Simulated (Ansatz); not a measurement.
# Cu3Sb2: the cost of one run

Program: Ansatz 0.2.0. Level of theory: DFT PBE, scalar-relativistic, plane waves, PAW. These are calculated values, not measurements.

## Step 1: The system as given

It takes space group P6/mmm (No. 191, hexagonal). Conventional cell: a = 5.778 Å, b = 5.778 Å, c = 4.024 Å, α = 90.00°, β = 90.00°, γ = 120.00°. Cu (site symmetry -6m2) is surrounded by 2 Sb at 2.01 Å. Cu (site symmetry 6/mmm) has 6 Cu at 3.34 Å as nearest neighbours. Sb (site symmetry -6m2) has 2 Cu at 2.01 Å as nearest neighbours.

As a file:

```xyz
5
Lattice="5.7782 0.0000 0.0000 -2.8891 5.0041 0.0000 0.0000 0.0000 4.0239" Properties=species:S:1:pos:R:3 pbc="T T T"
Cu    0.0000    3.3361    0.0000
Cu    2.8891    1.6680    0.0000
Cu    0.0000    0.0000    0.0000
Sb    0.0000    3.3361    2.0119
Sb    2.8891    1.6680    2.0119
```

Recipe of the guess: random cell by space group and Wyckoff sites (P6/mmm, No. 191). Lengths come from tabulated atomic sizes and are only a guess.

## Step 2: Probe: one point on a coarse mesh

input.yaml reads:

```yaml
crystal:
  lattice:
    - [5.77821898, 0.0, 0.0]
    - [-2.88910949, 5.00408443, 0.0]
    - [0.0, 0.0, 4.02387425]
  atoms:
    - { symbol: Cu, position: [0.33333333, 0.66666667, 0.0] }
    - { symbol: Cu, position: [0.66666667, 0.33333333, 0.0] }
    - { symbol: Cu, position: [0.0, 0.0, 0.0] }
    - { symbol: Sb, position: [0.33333333, 0.66666667, 0.5] }
    - { symbol: Sb, position: [0.66666667, 0.33333333, 0.5] }
basis:
  ecutwfc: 420
kpoints:
  mp_grid: { grid: [3, 3, 4] }
hamiltonian:
  xc: pbe
scf:
  occupations: { method: gaussian, width: 0.1 }
  lower_state_search: "off"
output:
  forces: true
  stress: true
  eigenvalues: true
```

The run is started by

```bash
ansatz run input.yaml --threads 1 --pin off --max-ram 2048MiB --backend cpu --events-out ev --progress --plain --runs-dir out
```

What time and memory should one allow on 1 thread of Arm Neoverse V1, shared host?

About 4.3 s, with a peak of 0.38 GiB.
